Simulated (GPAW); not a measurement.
# MnF2 (P4_2/mnm) in GPAW: reference runs

How does MnF2 come out in PBE? The cell is run as given.

Program: GPAW 26.7.0. These are calculated values, not measurements. Logs are shortened: lines on timing, memory, paths and dates and some standing lists are left out, and cuts for length are marked. The log counts tension as positive stress, the text compression.

## 1. Starting point

It takes space group P4_2/mnm (No. 136, tetragonal). Conventional cell: a = 4.874 Å, b = 4.874 Å, c = 3.311 Å, α = 90.00°, β = 90.00°, γ = 90.00°. Mn (site symmetry mmm) is surrounded by 6 F at 2.10 to 2.13 Å. F (site symmetry m2m) has 3 Mn at 2.10 to 2.13 Å as nearest neighbours.

## 2. Single point, PBE, collinear spin, ferromagnetic start

Input file run.py:

```python
from ase import Atoms
from ase.dft.bandgap import bandgap
from ase.io import write
from ase.units import Bohr, GPa
from gpaw import GPAW, PW
from gpaw.elf import elf_from_dft_calculation

atoms = Atoms(['Mn', 'Mn', 'F', 'F', 'F', 'F'],
              cell=[[4.8738, 0.0, 0.0],
                    [0.0, 4.8738, 0.0],
                    [0.0, 0.0, 3.3107]],
              scaled_positions=[[0.5, 0.5, 0.5],
                                [0.0, 0.0, 0.0],
                                [0.8053, 0.1947, 0.5],
                                [0.6947, 0.6947, 0.0],
                                [0.1947, 0.8053, 0.5],
                                [0.3053, 0.3053, 0.0]],
              pbc=True)
atoms.set_initial_magnetic_moments([4.0, 4.0, 0.0, 0.0, 0.0, 0.0])

calc = GPAW(mode=PW(800),
            xc='PBE',
            kpts={'size': (6, 6, 8), 'gamma': True},
            occupations={'name': 'fermi-dirac', 'width': 0.05},
            nbands=50,
            convergence={'density': 1e-05, 'energy': 1e-05},
            maxiter=150,
            txt='gpaw.txt')
atoms.calc = calc
energy = atoms.get_potential_energy()
forces = atoms.get_forces()
stress = atoms.get_stress()
calc.write('gs.gpw')
write('result.traj', atoms)
print(f'Energy: {energy:.6f} eV')
print('Forces (eV/A):')
print(forces.round(4))
print('Stress (GPa):', (stress / GPa).round(3))
print('Moments:', calc.get_magnetic_moments().round(3))
print('Fermi level:', round(calc.get_fermi_level(), 4), 'eV')
print(f'Gap: {bandgap(calc)[0]:.4f} eV, direct: {bandgap(calc, direct=True)[0]:.4f} eV')

# fields on the real-space grid
write('density.cube', atoms, data=calc.get_pseudo_density() * Bohr**3)
write('potential.cube', atoms, data=calc.get_electrostatic_potential())
write('spin.cube', atoms, data=(calc.get_pseudo_density(spin=0) - calc.get_pseudo_density(spin=1)) * Bohr**3)
write('elf.cube', atoms, data=elf_from_dft_calculation(calc).data)
```

Potentials or basis: GPAW PAW data sets (gpaw-data 1.2.1), pw.

Command:

```
$ OMP_NUM_THREADS=1 python run.py
```

gpaw.txt:

```text
__  _  _
 | _ |_)|_||  |
 |__||  | ||/\| - 26.7.0

Input parameters:
  mode=PW(ecut=800.0),
  convergence={'density': 1e-05, 'energy': 1e-05},
  kpts=MonkhorstPack(size=(6, 6, 8), gamma=True),
  maxiter=150,
  nbands=50,
  occupations=Occupations(name='fermi-dirac', width=0.05),
  xc=XC(name='PBE')

Diagonalizing LCAO Hamiltonian
Converting LCAO to pw mode
    .-----------.
   /|           |
  / |           |
 *  | F         |
 |  .----MnF----.
 | /       F   /
 |/   F       /
 Mn----------*

Atoms  # Å, Bohr magnetons
|   | symbol |        x |        y |        z |    initial magnetic moments |
|---|--------|----------|----------|----------|-----------------------------|
| 0 |     Mn | 2.436900 | 2.436900 | 1.655350 | ( 0.0000,  0.0000,  4.0000) |
| 1 |     Mn | 0.000000 | 0.000000 | 0.000000 | ( 0.0000,  0.0000,  4.0000) |
| 2 |      F | 3.924871 | 0.948929 | 1.655350 | ( 0.0000,  0.0000,  0.0000) |
| 3 |      F | 3.385829 | 3.385829 | 0.000000 | ( 0.0000,  0.0000,  0.0000) |
| 4 |      F | 0.948929 | 3.924871 | 1.655350 | ( 0.0000,  0.0000,  0.0000) |
| 5 |      F | 1.487971 | 1.487971 | 0.000000 | ( 0.0000,  0.0000,  0.0000) |

Unit cell  # Å
| periodic |        x |        y |        z |  lengths |    angles |
|----------|----------|----------|----------|----------|-----------|
|      yes | 4.873800 | 0.000000 | 0.000000 | 4.873800 | 90.000000 |
|      yes | 0.000000 | 4.873800 | 0.000000 | 4.873800 | 90.000000 |
|      yes | 0.000000 | 0.000000 | 3.310700 | 3.310700 | 90.000000 |

Number of symmetries: 8
Symmetry operations  # r_c * U_cc + t_c -> r_c
|   | kind |            matrix            |
|---|------|------------------------------|
| 0 |  E   |  1, 0, 0,  0, 1, 0,  0, 0, 1 |
| 1 |  σ   |  1, 0, 0,  0, 1, 0,  0, 0,-1 |
| 2 |  σ   |  0, 1, 0,  1, 0, 0,  0, 0, 1 |
| 3 |  C2  |  0, 1, 0,  1, 0, 0,  0, 0,-1 |
| 4 |  σ   |  0,-1, 0, -1, 0, 0,  0, 0, 1 |
| 5 |  C2  |  0,-1, 0, -1, 0, 0,  0, 0,-1 |
| 6 |  C2  | -1, 0, 0,  0,-1, 0,  0, 0, 1 |
| 7 |  i   | -1, 0, 0,  0,-1, 0,  0, 0,-1 |

BZ-sampling:
  Number of BZ points: 288
  Number of IBZ points: 65

  Monkhorst-Pack size: [6, 6, 8]
  Monkhorst-Pack shift: [0.08333333333333333, 0.08333333333333333, 0.0625]

K-points  # in reciprocal-cell coordinates
|     |                                coordinates |     weight |
|-----|--------------------------------------------|------------|
|   0 | (  0.00000000,   0.00000000,   0.00000000) | 0.00347222 |
|   1 | (  0.00000000,   0.00000000,   0.12500000) | 0.00694444 |
|   2 | (  0.00000000,   0.00000000,   0.25000000) | 0.00694444 |
|   3 | (  0.00000000,   0.00000000,   0.37500000) | 0.00694444 |
|   4 | (  0.00000000,   0.00000000,   0.50000000) | 0.00347222 |
|   5 | (  0.16666667,  -0.16666667,   0.00000000) | 0.00694444 |
|   6 | (  0.16666667,  -0.16666667,   0.12500000) | 0.01388889 |
|   7 | (  0.16666667,  -0.16666667,   0.25000000) | 0.01388889 |
|   8 | (  0.16666667,  -0.16666667,   0.37500000) | 0.01388889 |
|   9 | (  0.16666667,  -0.16666667,   0.50000000) | 0.00694444 |
| ... |                                            |            |
|  64 | (  0.50000000,   0.50000000,   0.50000000) | 0.00347222 |

Plane wave coefficients: 4064
Cutoff: 800.0 eV

Spin-components: 2 (collinear spins)
Bands:           50
Projectors:      32
Spin-degeneracy: 1
Datatype:        complex128

Parallelization:
  kpt:    1
  domain: 1
  band:   1

Density:
  Valence electrons: 58.0
  Components: 2
  Grid points: [32 32 24]
  Charge: 0.0  # |e|

Potential:
  Grid points: [32 32 24]

species:
  Mn:
    name:    Manganese
    Z:       25.0
    valence: 15
    core:    10
    charge:  0.0  # [|e|]
    compensation charges:
      type: gauss
      rc: 0.38  # [Å]
      lmax: 2
    cutoffs:
      filter: 2.14  # [Å]
      core: 0.86  # [Å]
    projectors
    | kind |    occ | energy [eV] | rcut [Å] |
    |------|--------|-------------|----------|
    |   3s |  2.000 |     -85.859 |    1.275 |
    |   4s |  2.000 |      -5.106 |    1.275 |
    |   3p |  6.000 |     -54.597 |    1.281 |
    |   4p |  0.000 |      -1.371 |    1.281 |
    |   3d |  5.000 |      -6.771 |    1.138 |
    |    d |        |      20.441 |    1.138 |

    Using partial waves for Mn as LCAO basis

  F:
    name:    Fluorine
    Z:       9.0
    valence: 7
    core:    2
    charge:  0.0  # [|e|]
    compensation charges:
      type: gauss
      rc: 0.20  # [Å]
      lmax: 2
    cutoffs:
      filter: 1.14  # [Å]
      core: 0.74  # [Å]
    projectors
    | kind |    occ | energy [eV] | rcut [Å] |
    |------|--------|-------------|----------|
    |   2s |  2.000 |     -29.898 |    0.635 |
    |   2p |  5.000 |     -11.110 |    0.635 |
    |    s |        |      -2.687 |    0.635 |
    |    p |        |      16.102 |    0.635 |
    |    d |        |       0.000 |    0.635 |

    Using partial waves for F as LCAO basis

Reference energy: -73884.499286  # eV

eigensolver:
  PPCG
  Converge bands: occupied
  niter=2

density mixing:
  MSR1-Mixer
  Pratt-step length: 0.05
  Maximum mixing coefficient: 0.75
  Old densities: 10
  SVD Regularization: 0.005
  Good broyden scale: 1.0
  Trust region scale: 1.0
  Backstep threshold: 4.0
  History deletion threshold: 6.0
  Fourier metric: weight=20.0, sigma=0.015

occupation numbers:
  Fermi-Dirac:
    width: 0.0500  # eV

poisson solver:
  ecut: 6400.0  # eV

xc functional:
  name: PBE with 2 nearest neighbor stencil

convergence criteria:
- Maximum integral of absolute [dens]ity change: 1e-05 electrons / valence electron
- Maximum [total energy] change in last 3 cyles: 1e-05 eV / valence electron
- Maximum integral of absolute [eigenst]ate change: 4e-08 eV^2 / valence electron
maximum number of iterations: 150

SCF iterations
|iter     | |      energy | eigst |  dens |  magmom |
|---------|-|-------------|-------|-------|---------|
|iter:   1| |  -41.423298 | +0.22 |       |  +8.0036|
|iter:   2| |  -41.035947 | -1.52 | -0.94 |  +8.1034|
|iter:   3| |  -40.091787 | -0.91 | -0.98 |  +9.2021|
|iter:   4| |  -40.181851 | -2.08 | -1.48 |  +9.7440|
|iter:   5| |  -40.202750 | -3.42 | -1.95 |  +9.9887|
|iter:   6| |  -40.201142 | -3.79 | -2.70 | +10.0011|
|iter:   7| |  -40.201234 | -5.25 | -3.07 | +10.0025|
|iter:   8| |  -40.201245c| -5.99 | -3.59 | +10.0009|
|iter:   9| |  -40.201245c| -7.18 | -4.18 | +10.0005|
|iter:  10| |  -40.201245c| -7.57c| -4.42 |  +9.9999|
|iter:  11| |  -40.201245c| -8.74c| -5.32c|  +9.9999|

Converged in 11 steps
Energy contributions relative to reference atoms: (reference = -73884.499286)

Energy contributions:
  Kinetic:          66.463190
  Coulomb:         -57.988996
  Zero:              0.468888
  External:          0.000000
  Xc:              -49.144327
  Entropy:          -0.000001
  Spinorbit:         0.000000
  ----------------------------
  Free energy:     -40.201245
  Extrapolated:    -40.201245

dipole moment: (-10.579375, -10.579375, -26.953830)  # |e|*Ang

Total magnetic moment: (0.000000, 0.000000, 9.999937)

Local magnetic moments
|        x |        y |        z |
|----------|----------|----------|
| 0.000000 | 0.000000 | 4.486078 |  # Mn   0
| 0.000000 | 0.000000 | 4.486078 |  # Mn   1
| 0.000000 | 0.000000 | 0.086714 |  # F    2
| 0.000000 | 0.000000 | 0.086714 |  # F    3
| 0.000000 | 0.000000 | 0.086714 |  # F    4
| 0.000000 | 0.000000 | 0.086714 |  # F    5

Fermi level: 4.698
Eigenvalues  # (at kpt = [0.000, 0.000, 0.000])
| band index |      eig [eV] | occ [0-1] |      eig [eV] | occ [0-1] |
|------------|---------------|-----------|---------------|-----------|
|          0 |       -77.109 |     1.000 |       -72.011 |     1.000 |
|        ... |               |           |               |           |
|         21 |        -0.830 |     1.000 |        -0.655 |     1.000 |
|         22 |        -0.830 |     1.000 |        -0.655 |     1.000 |
|         23 |        -0.533 |     1.000 |        -0.362 |     1.000 |
|         24 |         1.672 |     1.000 |         5.831 |     0.000 |
|         25 |         1.748 |     1.000 |         5.920 |     0.000 |
|         26 |         1.812 |     1.000 |         6.341 |     0.000 |
[... 8 lines left out ...]
|         35 |        10.483 |     0.000 |        11.431 |     0.000 |
|         36 |        10.483 |     0.000 |        11.431 |     0.000 |
|        ... |               |           |               |           |
|         49 |        24.411 |     0.000 |        24.914 |     0.000 |

Gap: 0.915 eV
Transition (v -> c):
  (s=0, k=0, n=33, [0.00, 0.00, 0.00]) -> (s=0, k=0, n=34, [0.00, 0.00, 0.00])
No difference between direct/indirect transitions

Forces  # eV/Ang
|        x |        y |       z |
|----------|----------|---------|
|  0.00000 |  0.00000 | 0.00000 |  # Mn   0
|  0.00000 |  0.00000 | 0.00000 |  # Mn   1
| -0.03226 |  0.03226 | 0.00000 |  # F    2
|  0.03226 |  0.03226 | 0.00000 |  # F    3
|  0.03226 | -0.03226 | 0.00000 |  # F    4
| -0.03226 | -0.03226 | 0.00000 |  # F    5

Stress tensor  # eV/Ang^3
|         x |         y |         z |
|-----------|-----------|-----------|
| -0.020415 |  0.000000 |  0.000000 |
|  0.000000 | -0.020415 |  0.000000 |
|  0.000000 |  0.000000 | -0.025452 |

# Writing to gs.gpw (mode='')
```

It took 7.3 min on 1 thread of Arm Neoverse V2, shared host; peak memory 0.68 GiB.

What came out:

```
Free energy            : -40.2012 eV
Pressure               : 3.5 GPa
Largest force          : 0.046 eV/Å
Band gap on the k mesh : 0.92 eV, direct
Net moment             : 10.00 μB per cell
Site moments           : Mn +4.49; F +0.09 μB
```

Forces in eV/Å, atoms in the order of the input:
```
Mn   0.000  0.000  0.000
Mn   0.000  0.000  0.000
F   -0.032  0.032  0.000
F    0.032  0.032  0.000
F    0.032 -0.032  0.000
F   -0.032 -0.032  0.000
```

Stress tensor (GPa, compression positive):
```
3.27 0.00 0.00
0.00 3.27 0.00
0.00 0.00 4.08
```

Caveat: only a ferromagnetic start was run, and an antiferromagnetic order may lie lower in energy. A k mesh can miss the band edges.
